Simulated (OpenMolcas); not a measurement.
# Ar²⁺: RASSCF and RASPT2 terms and fine-structure levels

Aim: the low terms and levels of Ar²⁺, with their order and spacing, then second-order correlation under several settings.

Program: OpenMolcas 26.06. Level of theory: state-averaged RASSCF and RASPT2, spin-orbit coupling by RASSI with atomic mean-field integrals. These are calculated values, not measurements, unless marked.

## 1. The system

| Item | Value |
| --- | --- |
| Species | Ar²⁺ (argon, Z = 18, 16 electrons) |
| Basis | ANO-R1 [4s3p1d], 18 functions |
| Scalar Hamiltonian | X2C, finite nucleus |
| Inactive shells | 1s 2s 2p |
| Active space | 6 electrons in 9 orbitals (RAS2 3s 3p; RAS3 3d, at most 2 electrons) |
| Some configurations of this space | 3p⁶, 3s 3p⁵, 3s² 3p⁴ |
| Orbitals | optimised for the highest spin of each parity, averaged over the low roots |

Outer shells as boxes (Hund's rule):

3p6
```
3p [↑↓][↑↓][↑↓]
```

3s 3p5
```
3s [↑ ]
3p [↑↓][↑↓][↑ ]
```

3s2 3p4
```
3s [↑↓]
3p [↑↓][↑ ][↑ ]
```

The work runs as a chain of OpenMolcas steps in one folder; each step below is one input file. Labels, J, g values, rates, χT and fits are worked out afterwards by a script from the matrices that RASSI stores.

## 2. GATEWAY and SEWARD: basis and integrals

a.inp

```
&GATEWAY
Coord
1

Ar 0.0 0.0 0.0
Basis=ANO-R1
Group=XYZ
NoMove
AngMom=0.0 0.0 0.0
AMFI
&SEWARD
```

The run is started by

```sh
> OMP_NUM_THREADS=1 MOLCAS_MEM=2252 MOLCAS_PROJECT=a pymolcas a.inp > a.log
```

## 3. A small preliminary run for start orbitals

a.inp

```
&RASSCF
FileOrb=start.orb
Symmetry=1
Spin=3
nActEl=6 0 0
Inactive=2 3
Ras2=1 3
CIRoot=3 3 1
SDav=3
CIMx=300
Iter=120 100
PrWF=0.3
OrbListing=Nothing
MaxOrb=0
Atom
>>> COPY $Project.JobIph JOBPRE
```

## 4. RASSCF: triplets of even parity, 3 roots

a.inp

```
&RASSCF
FileOrb=start.orb
Symmetry=1
Spin=3
nActEl=6 0 2
Inactive=2 3
Ras2=1 3
Ras3=5 0
CIRoot=3 3 1
SDav=333
CIMx=300
Iter=120 100
PrWF=0.3
OrbListing=Nothing
MaxOrb=0
Thrs=2.0e-7 1.0e-1 5.0e-4
Atom
>>> COPY $Project.JobIph JOB001
```

## 5. RASSCF: singlets of even parity, 19 roots

a.inp

```
&RASSCF
FileOrb=start.orb
Symmetry=1
Spin=1
nActEl=6 0 2
Inactive=2 3
Ras2=1 3
Ras3=5 0
CIRoot=19 19 1
SDav=292
CIMx=300
Iter=120 100
PrWF=0.3
OrbListing=Nothing
MaxOrb=0
Thrs=2.0e-7 1.0e-1 5.0e-4
Atom
CIOnly
>>> COPY $Project.JobIph JOB002
```

## 6. Reference wave functions, triplets of odd parity, 3 roots

a.inp

```
&RASSCF
FileOrb=start.orb
Symmetry=2
Spin=3
nActEl=6 0 2
Inactive=2 3
Ras2=1 3
Ras3=5 0
CIRoot=3 3 1
SDav=378
CIMx=300
Iter=120 100
PrWF=0.3
OrbListing=Nothing
MaxOrb=0
Thrs=2.0e-7 1.0e-1 5.0e-4
Atom
>>> COPY $Project.JobIph JOB003
```

## 7. RASSCF: singlets of odd parity, 15 roots

a.inp

```
&RASSCF
FileOrb=start.orb
Symmetry=2
Spin=1
nActEl=6 0 2
Inactive=2 3
Ras2=1 3
Ras3=5 0
CIRoot=15 15 1
SDav=268
CIMx=300
Iter=120 100
PrWF=0.3
OrbListing=Nothing
MaxOrb=0
Thrs=2.0e-7 1.0e-1 5.0e-4
Atom
CIOnly
>>> COPY $Project.JobIph JOB004
```

## 8. State interaction with spin-orbit coupling

a.inp

```
&RASSI
NrOfJobIphs=4 3 7 3 3
1 2 3
1 2 3 4 5 6 7
1 2 3
1 2 3
IphNames
JOB001
JOB002
JOB003
JOB004
EJob
SpinOrbit
DIPRint=1.0
SOCoupling=1000.0
Subsets=2
MEES
Property=10
'ANGMOM' 1 'ANGMOM' 2 'ANGMOM' 3 'MLTPL  1' 1 'MLTPL  1' 2 'MLTPL  1' 3
'AMFI' 1 'AMFI' 2 'AMFI' 3 'MLTPL  2' 6
SOProperty=3
'ANGMOM' 1 'ANGMOM' 2 'ANGMOM' 3
```

## 9. CASPT2: IPEA 0.4 (closed shells correlated: 2s 2p)

a.inp

```
>>> COPY JOB001 $Project.JobIph
&CASPT2
Multistate=3 1 2 3
NoMult
Frozen=1 0
IPEA=0.4
MaxIter=60
WThr=0.0 0.3 0.05
PrWF=0.5
NoMix
>>> COPY JOB002 $Project.JobIph
&CASPT2
Multistate=7 1 2 3 4 5 6 7
NoMult
Frozen=1 0
IPEA=0.4
MaxIter=60
WThr=0.0 0.3 0.05
PrWF=0.5
NoMix
>>> COPY JOB003 $Project.JobIph
&CASPT2
Multistate=3 1 2 3
NoMult
Frozen=1 0
IPEA=0.4
MaxIter=60
WThr=0.0 0.3 0.05
PrWF=0.5
NoMix
>>> COPY JOB004 $Project.JobIph
&CASPT2
Multistate=3 1 2 3
NoMult
Frozen=1 0
IPEA=0.4
MaxIter=60
WThr=0.0 0.3 0.05
PrWF=0.5
NoMix
```

## 10. CASPT2: IPEA 0.75, sigma1 regulariser 0.15 (closed shells correlated: none)

a.inp, as its differences from that of step 9:

```diff
@@ -4,4 +4,5 @@
 NoMult
-Frozen=1 0
-IPEA=0.4
+Frozen=2 3
+IPEA=0.75
+Sig1=0.15
 MaxIter=60
@@ -14,4 +15,5 @@
 NoMult
-Frozen=1 0
-IPEA=0.4
+Frozen=2 3
+IPEA=0.75
+Sig1=0.15
 MaxIter=60
@@ -24,4 +26,5 @@
 NoMult
-Frozen=1 0
-IPEA=0.4
+Frozen=2 3
+IPEA=0.75
+Sig1=0.15
 MaxIter=60
@@ -34,4 +37,5 @@
 NoMult
-Frozen=1 0
-IPEA=0.4
+Frozen=2 3
+IPEA=0.75
+Sig1=0.15
 MaxIter=60
```

## 11. CASPT2: IPEA 0.1, imaginary shift 0.05 (closed shells correlated: 2s 2p)

a.inp

```
>>> COPY JOB001 $Project.JobIph
&CASPT2
Multistate=3 1 2 3
Frozen=1 0
IPEA=0.1
Imaginary=0.05
MaxIter=60
WThr=0.0 0.3 0.05
PrWF=0.5
NoMix
>>> COPY JOB002 $Project.JobIph
&CASPT2
Multistate=7 1 2 3 4 5 6 7
Frozen=1 0
IPEA=0.1
Imaginary=0.05
MaxIter=60
WThr=0.0 0.3 0.05
PrWF=0.5
NoMix
>>> COPY JOB003 $Project.JobIph
&CASPT2
Multistate=3 1 2 3
Frozen=1 0
IPEA=0.1
Imaginary=0.05
MaxIter=60
WThr=0.0 0.3 0.05
PrWF=0.5
NoMix
>>> COPY JOB004 $Project.JobIph
&CASPT2
Multistate=3 1 2 3
Frozen=1 0
IPEA=0.1
Imaginary=0.05
MaxIter=60
WThr=0.0 0.3 0.05
PrWF=0.5
NoMix
```

(Steps that only read results are left out.)

What does the calculation give? Wanted: lowest level; first excited level; lowest level of another term; spin-orbit lowering of the lowest level; strongest of the lines computed, by gA, at RASSCF energies.

**Answer**, as computed:

```
                                                  quantity                                                  value
                                                    method  SS-RASPT2, IPEA 0.4 (closed shells correlated: 2s 2p)
                                              lowest level             3s² 3p⁴ ³P₂, 100 % of that term, g = 1.500
                               ground level listed by NIST                                                    3P2
                                       first excited level                               3s² 3p⁴ ³P₁ at 1080 cm⁻¹
                              lowest level of another term                              3s² 3p⁴ ¹D₂ at 15610 cm⁻¹
                   spin-orbit lowering of the lowest level                                               557 cm⁻¹
strongest of the lines computed, by gA, at RASSCF energies   3s 3p⁵ ³P°₂ → 3s² 3p⁴ ³P₂, 87.3 nm, A = 3.98e+08 s⁻¹
```

Cost and accuracy by method:

```csv
method,time of its own steps,time with the reference,mean absolute difference from the measured levels (cm-1)
A. RASSCF,17 s,17 s,750
"B. SS-RASPT2, IPEA 0.4, +2s 2p",8.8 s,26 s,460
"C. SS-RASPT2, IPEA 0.75, sigma1 regulariser 0.15, +none",3.9 s,21 s,510
"D. SS-RASPT2, IPEA 0.1, imaginary shift 0.05, +2s 2p",9.4 s,26 s,440
```

Times are of one thread on a shared host.

**Reading.** The multiplet ³P is inverted; its intervals divided by the larger J differ by 17 % of their mean, where Landé's rule for pure LS coupling makes them equal. Second-order correlation (method B) scales the levels of the lowest configuration above 5000 cm⁻¹ by 0.99. Method D lies closest to the measured levels (440 cm⁻¹ on average) and A farthest (750). Only the configurations of the active space and the roots asked for are present. The singlets rest on orbitals optimised for another spin in at least one step, which raises them against the optimised states. Not all states of the active space went into the spin-orbit step. The levels of the extra active shells were not computed. Only valence configurations of the active space appear, up to the ionisation limit; * or ° marks odd parity.
